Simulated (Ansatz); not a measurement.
# C10H8: the cost of one run

Program: Ansatz 0.2.0. Level of theory: the levels named in each step. These are calculated values, not measurements.

## (1) The structure to begin with

Bond lengths (14 of 19 bonds, heavy atoms first): C1–C2 1.377 Å, C2–C3 1.398 Å, C3–C4 1.407 Å, C4–C5 1.407 Å, C5–C6 1.398 Å, C6–C7 1.377 Å, C7–C8 1.398 Å, C4–C9 1.429 Å, C8–C9 1.407 Å, C1–C10 1.398 Å, C9–C10 1.407 Å, C1–H11 1.087 Å, C2–H12 1.087 Å, C3–H13 1.086 Å. Angles (14 of 30 angles, heavy atoms first): C1–C2–C3 120.2°, C2–C1–C10 120.2°, C2–C3–C4 121.1°, C3–C4–C5 122.5°, C3–C4–C9 118.7°, C5–C4–C9 118.7°, C4–C5–C6 121.1°, C5–C6–C7 120.2°, C6–C7–C8 120.2°, C7–C8–C9 121.1°, C4–C9–C8 118.7°, C4–C9–C10 118.7°, C8–C9–C10 122.5°, C1–C10–C9 121.1°.

Structure file:

```xyz
18

C     2.3298   -1.0047    0.0416
C     2.5079    0.3568    0.1497
C     1.4018    1.2115    0.1555
C     0.0925    0.7065    0.0529
C    -1.0415    1.5394    0.0508
C    -2.3296    1.0051   -0.0476
C    -2.5082   -0.3572   -0.1437
C    -1.4022   -1.2121   -0.1474
C    -0.0926   -0.7065   -0.0529
C     1.0419   -1.5388   -0.0588
H     3.1891   -1.6709    0.0344
H     3.5088    0.7738    0.2305
H     1.5488    2.2839    0.2404
H    -0.9073    2.6141    0.1267
H    -3.1885    1.6717   -0.0472
H    -3.5094   -0.7746   -0.2177
H    -1.5496   -2.2850   -0.2239
H     0.9081   -2.6129   -0.1433
```

## (2) A rough first relaxation, PBE-D4/def2-SVPD

Contents of input.yaml:

```yaml
crystal:
  periodic: [false, false, false]
  atoms:
    - { symbol: C, position_ang: [2.32984, -1.00471, 0.04164] }
    - { symbol: C, position_ang: [2.50792, 0.35676, 0.14968] }
    - { symbol: C, position_ang: [1.40184, 1.21153, 0.15546] }
    - { symbol: C, position_ang: [0.09249, 0.70649, 0.05295] }
    - { symbol: C, position_ang: [-1.04155, 1.53939, 0.05076] }
    - { symbol: C, position_ang: [-2.32956, 1.00512, -0.04758] }
    - { symbol: C, position_ang: [-2.50821, -0.35717, -0.14373] }
    - { symbol: C, position_ang: [-1.40223, -1.21208, -0.14741] }
    - { symbol: C, position_ang: [-0.09257, -0.70648, -0.05295] }
    - { symbol: C, position_ang: [1.04194, -1.53884, -0.05881] }
    - { symbol: H, position_ang: [3.18914, -1.67086, 0.03438] }
    - { symbol: H, position_ang: [3.50881, 0.77377, 0.2305] }
    - { symbol: H, position_ang: [1.54876, 2.28387, 0.24043] }
    - { symbol: H, position_ang: [-0.90727, 2.61406, 0.12674] }
    - { symbol: H, position_ang: [-3.18852, 1.67174, -0.04718] }
    - { symbol: H, position_ang: [-3.50943, -0.77464, -0.21771] }
    - { symbol: H, position_ang: [-1.54956, -2.285, -0.2239] }
    - { symbol: H, position_ang: [0.90807, -2.61293, -0.14327] }
magnetization:
  spin_polarized: true
  initial_magnetization: 1
total_charge: -1
basis:
  gaussian: { orbitals: def2-SVPD }
hamiltonian:
  xc: pbe
  dispersion: d4
relax:
  f_tol: 0.03
  max_steps: 200
```

Started as:

```
$ ansatz run input.yaml --threads 8 --pin off --max-ram 22528MiB --backend cpu --events-out ev --progress --plain --runs-dir out
```

What time and memory should one allow on 8 threads of Intel Xeon at 2.50GHz (Skylake/Cascade Lake), shared host?

About 2.7 min, with a peak of 1.6 GiB.
